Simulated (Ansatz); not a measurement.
Relaxation of a periodic cell of 17 atoms, HC₁₆ (host C, host structure diamond, interstitial H), cell charge +1, to a largest force component of 0.03 eV/Å in at most 60 steps.

The calculation used DFT PBE, scalar-relativistic, plane waves, PAW (Ansatz 0.2.0). Settings: cutoff 420 eV, k mesh 3x3x3, gaussian smearing 0.05 eV, no spin polarisation.

```xyz
17
Lattice="0.0000 3.5700 3.5700 3.5700 0.0000 3.5700 3.5700 3.5700 0.0000" Properties=species:S:1:pos:R:3:forces:R:3
C 0.000 0.000 0.000 0.07 -1.36 0.05
C 0.892 0.892 0.892 0.61 -0.23 0.55
C 1.785 1.785 0.000 1.16 0.06 -0.07
C 2.678 2.678 0.892 -0.36 0.28 0.33
C 1.785 0.000 1.785 -0.10 -0.24 -0.04
C 2.678 0.892 2.678 -0.51 -0.32 -0.58
C 3.570 1.785 1.785 0.12 0.13 -1.25
C 4.463 2.678 2.678 0.40 0.53 -0.28
C 0.000 1.785 1.785 -0.04 0.05 1.18
C 0.892 2.678 2.678 0.33 0.29 -0.36
C 1.785 3.570 1.785 0.01 0.03 0.00
C 2.678 4.463 2.678 -0.27 -0.31 -0.26
C 1.785 1.785 3.570 -1.27 0.11 0.10
C 2.678 2.678 4.463 -0.28 0.59 0.41
C 3.570 3.570 3.570 0.01 1.08 -0.02
C 4.463 4.463 4.463 0.27 -0.35 0.29
H 3.539 1.709 3.559 -0.14 -0.35 -0.05
```

Where does it end, and by what steps?

The forces met the threshold. The force dipped under the threshold on the way, but the program's further checks kept it going. Limits of this set-up: charged cell in a uniform background, uncorrected. After 9 steps the energy has fallen by 0.923 eV; H17 moved furthest, 0.80 Å. Joined: C1–H17, C6–H17.

| step | energy less start (eV) | largest force component (eV/Å) | accepted |
| --- | --- | --- | --- |
| 0 | 0.0000 | 1.359 | yes |
| 1 | -0.1066 | 0.505 | yes |
| 2 | -0.1597 | 0.783 | yes |
| 3 | -0.3374 | 1.288 | yes |
| 4 | -0.5197 | 1.828 | yes |
| 5 | -0.8849 | 0.527 | yes |
| 6 | -0.9178 | 0.291 | yes |
| 7 | -0.9218 | 0.095 | yes |
| 8 | -0.9229 | 0.019 | yes |
| 9 | -0.9229 | 0.019 | yes |

```xyz
17
Lattice="0.0000 3.5700 3.5700 3.5700 0.0000 3.5700 3.5700 3.5700 0.0000" Properties=species:S:1:pos:R:3
C 0.090 -0.043 0.059
C 0.960 0.928 0.925
C 1.816 1.816 -0.004
C 2.698 2.709 0.892
C 1.813 0.016 1.799
C 2.637 1.000 2.586
C 3.598 1.833 1.768
C 4.483 2.710 2.688
C 0.023 1.828 1.787
C 0.913 2.740 2.645
C 1.814 3.629 1.769
C 2.705 4.504 2.672
C 1.766 1.866 3.557
C 2.704 2.728 4.457
C 3.592 3.613 3.563
C 4.480 4.507 4.445
H 3.147 1.022 3.652
```

Run time: 43 s on 1 thread of Arm Neoverse V1 (shared host), peak memory 0.32 GiB.
